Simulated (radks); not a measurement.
# Excited configurations of Cr

One table from this session's results is given with a row withheld; the runs are named, their logs left out.

Method: non-relativistic Kohn-Sham, TPSS, spin-unpolarised, spherical densities, point nucleus. Code: radks (a radial shooting solver on a logarithmic mesh, Libxc functionals) version 1.

4 further runs of the same task are left out: 4 that didn't finish.

## Starting point

| Property | Result |
| --- | --- |
| element | chromium (Z = 24) |
| charge | 0 |
| electrons | 24 |
| configuration | [Ar] 3d5 4s1 |

Outer shells as boxes (Hund's rule):

Cr
```
[Ar] core
3d [↑ ][↑ ][↑ ][↑ ][↑ ]
4s [↑ ]
```

Set-up of the first run:

Input:

```text
Z 24
configuration [Ar] 3d5 4s1
relativity non-relativistic
functional tpss,tpss
spin unpolarised
nucleus point
```

Started as:

```sh
$ python run_ks.py task.json out
```

All runs below come from this command, one after another.

Among the steps run: Ground configuration: [Ar] 3d5 4s1.

One of the session's tables, all rows but one given; the rest of the session is left out.

It belongs to the step «Ground configuration: [Ar] 3d5 4s1». From the orbitals of this run (lengths in bohr):

```
level      <r>  outermost maximum (interpolated)  90 % within  nodes
   1s  0.06414                            0.0422        0.114      0
   2s        ?                                 ?            ?      ?
   2p   0.2609                             0.199        0.428      0
   3s   0.9101                             0.783         1.36      2
   3p   0.9697                             0.799         1.50      1
   4s    3.488                              2.80         5.37      3
   3d    1.503                             0.830         2.78      0
```

Estimate the missing values for 2s.

As computed: <r>: 0.2956; outermost maximum (interpolated): 0.246; 90 % within: 0.458; nodes: 1. In the column «<r>» it lies between 2p (0.2609) and 3s (0.9101).

Caveats from the session: Spin polarisation and multiplet splitting are left out, so open shells lie too high by an amount that depends on their filling.
